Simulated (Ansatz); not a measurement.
What does this script print? It uses the Ansatz DFT code, driven from Python.

`fold_al2au.py`
```python
import warnings

import ansatz as az
import numpy as np

FUNCTIONAL = "pbe"
SMEARING = "Marzari-Vanderbilt"

warnings.simplefilter("ignore", az.DeckWarning)

vectors = np.array([
    [0.0, 3.0, 3.0],
    [3.0, 0.0, 3.0],
    [3.0, 3.0, 0.0],
])
structure = (
    az.Lattice.of(vectors)
    .atom("Al", (0.25, 0.25, 0.25))
    .atom("Al", (0.75, 0.75, 0.75))
    .atom("Au", (0.0, 0.0, 0.0))
)

mesh = (6, 6, 6)
rows = []
for repeats in [(1, 1, 1), (1, 2, 1), (2, 2, 1)]:
    job = (
        structure.supercell(*repeats).calculation()
        .functional(FUNCTIONAL)
        .pseudopotentials("paw")
        .occupations(SMEARING, width=100 * az.meV)
        .kpoints(*(k // n for k, n in zip(mesh, repeats)))
    )
    summary = job.run().report
    n = len(summary["lattice"]["sites"])
    rows.append((repeats, n, summary["free_energy_ev"] / n, summary["fermi_energy_ev"], summary["n_kpoints"], summary["n_symmetry_ops"]))
lines = [",".join(["repeats", "atoms", "F/atom eV", "Fermi level eV", "k-points", "symmetry operations"])] + [",".join(f"{v:.4f}" if isinstance(v, float) else str(v) for v in row) for row in rows]
print("\n".join(lines))
with open("fold.csv", "w") as handle:
    handle.write("\n".join(lines) + "\n")
```

```console
$ python fold_al2au.py
repeats,atoms,F/atom eV,Fermi level eV,k-points,symmetry operations
(1, 1, 1),3,-4741.8724,11.1513,16,48
(1, 2, 1),6,-4741.8724,11.1512,16,24
(2, 2, 1),12,-4741.8724,11.1512,16,32
```

Notes:
- Total energies depend on the potentials; only differences at equal settings carry meaning.
- For a metal this k-point mesh is coarse: on a finer one energies can move by several to tens of meV an atom and pressures by half a GPa or more, differences at one mesh by less.
- Spin-orbit coupling, which matters for elements this heavy, is left out.
- The starting cell is as deposited in a crystallographic database; the results hold for this polymorph, which needn't be the stable one.
- The count of operations in a supercell holds its pure translations too, and an uneven repeat can lower the point group.
- Run time: 12 s on 1 thread of Arm Neoverse V1, on a shared host, peak memory 0.56 GiB.

(Lines on the test bed's own set-up are left out of the output.)
